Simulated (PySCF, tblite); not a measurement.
# C2H12OSi3, a small molecule taken as a stand-in for a surface group (C site with back bonds [SiH3], [SiH3], C[SiH3]): NMR shifts, core binding energies and electronic excitations, part 2 of 2

tblite 0.8.0 and PySCF 2.14.0. Atoms count from 0, parts from 1. The steps go on from the part before.

### 5 X-ray photoelectron lines: SCAN, X2C

What the job is given:

```
{"job": {"kind": "xps", "holes": 5}, "charge": 0, "multiplicity": 1}
C      0.082794    -0.221020     0.418990
Si     0.118631     1.366995     1.476018
Si    -0.851646    -1.595727     1.360599
C     -0.563872     0.026397    -0.955359
Si     0.658865     0.691749    -2.249882
O      1.459873    -0.606258     0.291342
H      0.845989     2.460722     0.767477
H     -1.294074     1.796722     1.718914
H      0.781672     1.087486     2.782558
H     -0.633516    -2.854997     0.574867
H     -2.317003    -1.309254     1.427657
H     -0.311838    -1.788120     2.739195
H     -0.978774    -0.904975    -1.389726
H     -1.419414     0.719668    -0.883295
H     -0.135561     1.104275    -3.449622
H      1.607085    -0.377765    -2.684635
H      1.427284     1.870666    -1.758232
H      1.503035    -1.460144    -0.158306
```

Level: delta-SCF UKS SCAN, pcX-2 on the ionised atom, pcseg-1 elsewhere, spin-free X2C.

The program printed:

```text
ground state, core basis on atom 0 (C), 187 functions
  cycle   1  E = -1028.62293596  |g| = 6.19e-01
  cycle   2  E = -1028.44532495  |g| = 1.09e+00
  cycle   3  E = -1028.70179725  |g| = 1.30e-01
  cycle   4  E = -1028.70500077  |g| = 5.90e-02
  cycle   5  E = -1028.70585979  |g| = 1.62e-02
  cycle   6  E = -1028.70593011  |g| = 6.64e-03
  cycle   7  E = -1028.70593653  |g| = 1.53e-03
  cycle   8  E = -1028.70593921  |g| = 3.94e-04
  E(ground) = -1028.80813524 Eh
hole in C 1s of atom 0
  cycle   1  E = -1017.40442814  |g| = 1.52e+00
  cycle   2  E = -1015.01560985  |g| = 2.57e+00
  cycle   3  E = -1017.87401578  |g| = 4.96e-01
  cycle   4  E = -1017.95833135  |g| = 3.30e-01
  cycle   5  E = -1017.99536795  |g| = 1.34e-01
  cycle   6  E = -1018.00222710  |g| = 2.09e-02
  cycle   7  E = -1018.00246110  |g| = 1.05e-02
  cycle   8  E = -1018.00253485  |g| = 5.17e-03
  cycle   9  E = -1018.00256011  |g| = 2.59e-03
  cycle  10  E = -1018.00256747  |g| = 7.33e-04
  cycle  11  E = -1018.00256867  |g| = 2.27e-04
  E(ion) = -1018.10279188 Eh   <S^2> = 0.7760   hole on atom = 1.000   binding energy = 291.307 eV
ground state, core basis on atom 1 (Si), 198 functions
  cycle   1  E = -1028.79497302  |g| = 2.86e-01
  cycle   2  E = -1028.79502094  |g| = 3.57e-02
  cycle   3  E = -1028.79491118  |g| = 3.69e-02
  cycle   4  E = -1028.79510191  |g| = 1.35e-02
  cycle   5  E = -1028.79513438  |g| = 1.39e-03
  cycle   6  E = -1028.79513565  |g| = 2.60e-04
  E(ground) = -1028.85605611 Eh
hole in Si 2p of atom 1
  cycle   1  E = -1024.52794984  |g| = 1.24e+00
  cycle   2  E = -1024.40142436  |g| = 1.08e+00
  cycle   3  E = -1024.82263794  |g| = 2.32e-01
  cycle   4  E = -1024.85370490  |g| = 9.48e-02
  cycle   5  E = -1024.85728893  |g| = 4.84e-02
  cycle   6  E = -1024.85838023  |g| = 1.04e-02
  cycle   7  E = -1024.85842419  |g| = 4.22e-03
  cycle   8  E = -1024.85843086  |g| = 1.70e-03
  cycle   9  E = -1024.85843126  |g| = 4.04e-04
  E(ion) = -1024.93047365 Eh   <S^2> = 0.7523   hole on atom = 1.002   binding energy = 106.821 eV
  2p3/2 = 106.607 eV   2p1/2 = 107.230 eV
ground state, core basis on atom 2 (Si), 198 functions
  cycle   1  E = -1028.79485879  |g| = 2.87e-01
  cycle   2  E = -1028.79497684  |g| = 3.46e-02
  cycle   3  E = -1028.79500018  |g| = 2.42e-02
  cycle   4  E = -1028.79510735  |g| = 7.22e-03
  cycle   5  E = -1028.79512296  |g| = 1.29e-03
  cycle   6  E = -1028.79512643  |g| = 1.69e-04
  E(ground) = -1028.85584920 Eh
hole in Si 2p of atom 2
  cycle   1  E = -1024.52456974  |g| = 1.24e+00
  cycle   2  E = -1024.28748375  |g| = 1.18e+00
  cycle   3  E = -1024.78231217  |g| = 3.71e-01
  cycle   4  E = -1024.84491970  |g| = 1.70e-01
  cycle   5  E = -1024.85442401  |g| = 6.02e-02
  cycle   6  E = -1024.85618555  |g| = 1.63e-02
  cycle   7  E = -1024.85631552  |g| = 5.38e-03
  cycle   8  E = -1024.85632935  |g| = 2.05e-03
  cycle   9  E = -1024.85633419  |g| = 6.29e-04
  cycle  10  E = -1024.85633362  |g| = 1.84e-04
  E(ion) = -1024.92783353 Eh   <S^2> = 0.7523   hole on atom = 1.002   binding energy = 106.887 eV
  2p3/2 = 106.671 eV   2p1/2 = 107.294 eV
ground state, core basis on atom 3 (C), 187 functions
  cycle   1  E = -1028.70158113  |g| = 5.97e-02
  cycle   2  E = -1028.70159992  |g| = 2.13e-02
  cycle   3  E = -1028.70164371  |g| = 1.83e-02
  cycle   4  E = -1028.70173658  |g| = 3.82e-03
  cycle   5  E = -1028.70174067  |g| = 6.24e-04
  cycle   6  E = -1028.70174153  |g| = 1.77e-04
  E(ground) = -1028.80415996 Eh
hole in C 1s of atom 3
  cycle   1  E = -1017.44442807  |g| = 1.52e+00
  cycle   2  E = -1016.42189019  |g| = 2.03e+00
  cycle   3  E = -1017.95016848  |g| = 4.30e-01
  cycle   4  E = -1017.98804991  |g| = 3.29e-01
  cycle   5  E = -1018.02922202  |g| = 7.02e-02
  cycle   6  E = -1018.03105228  |g| = 1.60e-02
  cycle   7  E = -1018.03115012  |g| = 9.28e-03
  cycle   8  E = -1018.03119363  |g| = 2.81e-03
  cycle   9  E = -1018.03119936  |g| = 9.00e-04
  cycle  10  E = -1018.03119998  |g| = 3.03e-04
  E(ion) = -1018.13181547 Eh   <S^2> = 0.7694   hole on atom = 1.000   binding energy = 290.409 eV
ground state, core basis on atom 5 (O), 187 functions
  cycle   1  E = -1028.72916247  |g| = 9.43e-02
  cycle   2  E = -1028.72888257  |g| = 4.85e-02
  cycle   3  E = -1028.72871978  |g| = 5.76e-02
  cycle   4  E = -1028.72930435  |g| = 3.75e-03
  cycle   5  E = -1028.72930783  |g| = 1.16e-03
  cycle   6  E = -1028.72930778  |g| = 1.86e-04
  E(ground) = -1028.83014995 Eh
hole in O 1s of atom 5
  cycle   1  E = -1008.10700683  |g| = 2.22e+00
  cycle   2  E = -1007.12873727  |g| = 2.43e+00
  cycle   3  E = -1008.79575049  |g| = 5.48e-01
  cycle   4  E = -1008.87191739  |g| = 3.44e-01
  cycle   5  E = -1008.93246915  |g| = 9.07e-02
  cycle   6  E = -1008.93587243  |g| = 2.00e-02
  cycle   7  E = -1008.93609934  |g| = 8.52e-03
  cycle   8  E = -1008.93613854  |g| = 3.10e-03
  cycle   9  E = -1008.93614367  |g| = 7.55e-04
  cycle  10  E = -1008.93614530  |g| = 2.80e-04
  E(ion) = -1009.03719116 Eh   <S^2> = 0.7631   hole on atom = 1.000   binding energy = 538.594 eV
```

Wall time 39 s (1 thread of AMD EPYC 9R45, shared host); peak memory 0.75 GiB.

The holes in one table. −ε is the ground-state orbital energy:

```
       hole  stands for                  environment  ΔSCF (eV; 2p as the shell's mean)  −ε (eV)   ⟨S²⟩
  C1s on C0          C0  carbon bonded to C, O, 2 Si                             291.31    275.2  0.776
Si2p on Si1         Si1     silicon bonded to C, 3 H                             106.81     96.2  0.752
Si2p on Si2         Si2     silicon bonded to C, 3 H                             106.88     96.3  0.752
  C1s on C3          C3  carbon bonded to C, Si, 2 H                             290.41    274.0  0.769
  O1s on O5          O5        oxygen bonded to C, H                             538.59    517.2  0.763
```

With the spin-orbit splitting: Si1 2p3/2 106.61, 2p1/2 107.23 eV; Si2 2p3/2 106.67, 2p1/2 107.29 eV. The table gives each 2p level as the mean over the whole 2p shell (two parts 2p3/2, one part 2p1/2), which differs a little from the single hole in the log.

### 6 TDDFT and polarisability: CAM-B3LYP/def2-SVPD

The job, as its differences from that of step 5:

```diff
@@ -1,2 +1,2 @@
-{"job": {"kind": "xps", "holes": 5}, "charge": 0, "multiplicity": 1}
+{"job": {"kind": "uv", "xc": "CAM-B3LYP", "basis": "def2-SVPD", "nstates": 6, "ntriplets": 2, "ip": true}, "charge": 0, "multiplicity": 1}
 C      0.082794    -0.221020     0.418990
```

Method: TDDFT CAM-B3LYP/def2-SVPD, vertical, gas phase, core orbitals frozen in the response.

The program printed:

```text
coarse grid: 15576 points
cycle   1  E = -1026.4402725210  dE =  1.142e-01  |g| = 5.853e-01  |ddm| = 5.238e+00
cycle   2  E = -1026.4114172906  dE =  2.886e-02  |g| = 7.446e-01  |ddm| = 1.956e+00
cycle   3  E = -1026.5132748534  dE = -1.019e-01  |g| = 6.438e-02  |ddm| = 9.871e-01
cycle   4  E = -1026.5141083915  dE = -8.335e-04  |g| = 2.515e-02  |ddm| = 1.430e-01
cycle   5  E = -1026.5142612563  dE = -1.529e-04  |g| = 7.525e-03  |ddm| = 5.600e-02
cycle   6  E = -1026.5142766277  dE = -1.537e-05  |g| = 1.014e-03  |ddm| = 1.691e-02
cycle   7  E = -1026.5142769279  dE = -3.002e-07  |g| = 4.779e-04  |ddm| = 3.208e-03
final grid: 133872 points
cycle   8  E = -1026.6590766281  dE = -1.981e-05  |g| = 1.585e-03  |ddm| = 7.692e-02
cycle   9  E = -1026.6590767556  dE = -1.274e-07  |g| = 1.620e-03  |ddm| = 9.704e-03
cycle  10  E = -1026.6590773699  dE = -6.143e-07  |g| = 2.372e-04  |ddm| = 2.462e-03
cycle  11  E = -1026.6590773811  dE = -1.118e-08  |g| = 1.319e-04  |ddm| = 7.563e-04
cycle  12  E = -1026.6590773848  dE = -3.717e-09  |g| = 2.472e-05  |ddm| = 2.276e-04
cycle  13  E = -1026.6590773849  dE = -1.717e-10  |g| = 7.821e-06  |ddm| = 6.642e-05
converged SCF energy = -1026.6590773849

Static polarisability (au): isotropic 112.437, principal 99.360 112.016 125.936

Singlet excitations
state   eV       nm        f      main configurations
  1   6.4243    193.0   0.00380   H->L 0.82
  2   7.1476    173.5   0.00215   H->L+3 0.40, H->L+2 0.32, H->L+1 0.11
  3   7.2510    171.0   0.01686   H->L+2 0.33, H-1->L 0.15, H->L+1 0.14
  4   7.4119    167.3   0.02240   H-1->L 0.55, H->L+2 0.17
  5   7.5777    163.6   0.17884   H->L+1 0.55, H->L+3 0.19, H->L+4 0.08
  6   7.8915    157.1   0.09052   H->L+4 0.48, H->L+3 0.14, H->L+6 0.10

Triplet excitations (Tamm-Dancoff, eV): 6.0970 6.7337
Vertical ionisation energy (delta-SCF) = 9.4372 eV
```

It took 89 s on 1 thread of AMD EPYC 9R45, shared host; peak memory 1.4 GiB.

Frontier orbitals and where they lie:

```
orbital      eV                         atoms
 HOMO−3  -10.82  Si4 24 %, H15 18 %, Si1 15 %
 HOMO−2  -10.49    C3 24 %, Si4 18 %, O5 16 %
 HOMO−1   -9.93     O5 33 %, C0 21 %, C3 12 %
   HOMO   -8.90    C0 27 %, O5 21 %, Si2 15 %
   LUMO    0.66   Si2 15 %, Si4 13 %, O5 12 %
 LUMO+1    1.26   Si2 26 %, Si1 20 %, H9 11 %
 LUMO+2    1.38   Si4 14 %, Si2 12 %, O5 11 %
```

With each of the 6 states as a Gaussian band of 0.4 eV half-width at 1/e, the curve within the window shown has maxima at 162 nm (ε 10,000) L/(mol cm). Beyond the last state computed it falls off for lack of states. The curve at chosen wavelengths:

| nm | ε (L/mol/cm) |
| --- | --- |
| 151 | 2799 |
| 153 | 4418 |
| 156 | 7183 |
| 158 | 8846 |
| 161 | 10346 |
| 163 | 10413 |
| 166 | 9146 |
| 168 | 7684 |
| 171 | 5244 |
| 173 | 3782 |
| 175 | 2593 |
| 178 | 1365 |
| 180 | 863 |
| 183 | 442 |
| 185 | 304 |
| 188 | 212 |
| 190 | 188 |
| 192 | 174 |
| 195 | 155 |
| 197 | 139 |
| 200 | 110 |
| 202 | 89 |
| 205 | 61 |
| 207 | 45 |
| 210 | 27 |
| 212 | 18 |

Further results of this job:

```
           property  computed
  dipole moment (D)      1.46
polarisability (Å³)     16.66
 HOMO–LUMO gap (eV)      9.56
      −ε(HOMO) (eV)      8.90
```

### 7 Outcome

What follows sums up all 2 parts.

| quantity | value |
| --- | --- |
| point group | C1 |
| rotational constants (main isotopes) | 2.29, 1.21, 0.98 GHz |
| $^{13}$C shifts against TMS (PBE0/pcSseg-1) | 53.1, 20.9 ppm |
| $^{1}$H shifts against TMS (PBE0/pcSseg-1) | 4.35, 4.23, 4.22, 4.07, 4.06, 3.89, 3.74, 3.72, 3.61, 1.40, 1.28, 0.23 ppm |
| $^{29}$Si shifts against TMS (PBE0/pcSseg-1) | -51.8, -60.7, -74.2 ppm |
| $^{17}$O shifts against H2O (PBE0/pcSseg-1) | 63.3 ppm |
| C1s binding energies, SCAN/pcX-2 | C0 291.31, C3 290.41 eV |
| Si2p binding energies, SCAN/pcX-2 (standing for 2 of 3 atoms) | Si2 106.88, Si1 106.81 eV |
| O1s binding energies, SCAN/pcX-2 | O5 538.59 eV |
| lowest singlet (CAM-B3LYP/def2-SVPD) | 6.42 eV (193 nm), f = 0.004 |
| brightest single state of those computed | state 5, 7.58 eV, f = 0.179 |
| lowest triplet | 6.10 eV |
| vertical ionisation energy (ΔSCF) | 9.44 eV |

**Reading.** The start of the PBE0/def2-SVP relaxation was shaken at random by about 0.01 Å, so part of the energy gained, and of the first lengths quoted, undoes that. Relaxing lowered the energy by 0.196 eV in 5 steps; the close pair that moved most is Si1–H7, from 1.450 to 1.496 Å (PBE0/def2-SVP). Hydrogens of an XH3 group are listed apart at this fixed geometry; free rotation makes them one line at their mean. At PBE0/pcSseg-1: The widest tensor belongs to Si2: span 119 ppm, with a paramagnetic part of -477 ppm. At SCAN/pcX-2: The C1s levels kept as sound span 0.90 eV, from C3 (carbon bonded to C, Si, 2 H) up to C0 (carbon bonded to C, O, 2 Si). At SCAN/pcX-2: the Si2p levels computed lie within 0.06 eV of one another, too close to rank. Only 2 of the 3 Si atoms are covered by sound results. The first singlet state (HOMO→LUMO 0.82) lies at 6.42 eV and is weak; of the 6 states computed, the strongest absorption comes from state 5 at 7.58 eV (the last state computed absorbs too, and its partners may lie past the list). The lowest triplet lies 0.33 eV below the lowest singlet (triplets in Tamm-Dancoff, singlets in full TDDFT). ΔSCF puts the ionisation energy at 9.44 eV, 0.54 eV above −ε(HOMO). A capped cluster stands for the solid here, so long-range fields and strain are missing, and bands or shifts of the capping hydrogens have no counterpart in it.
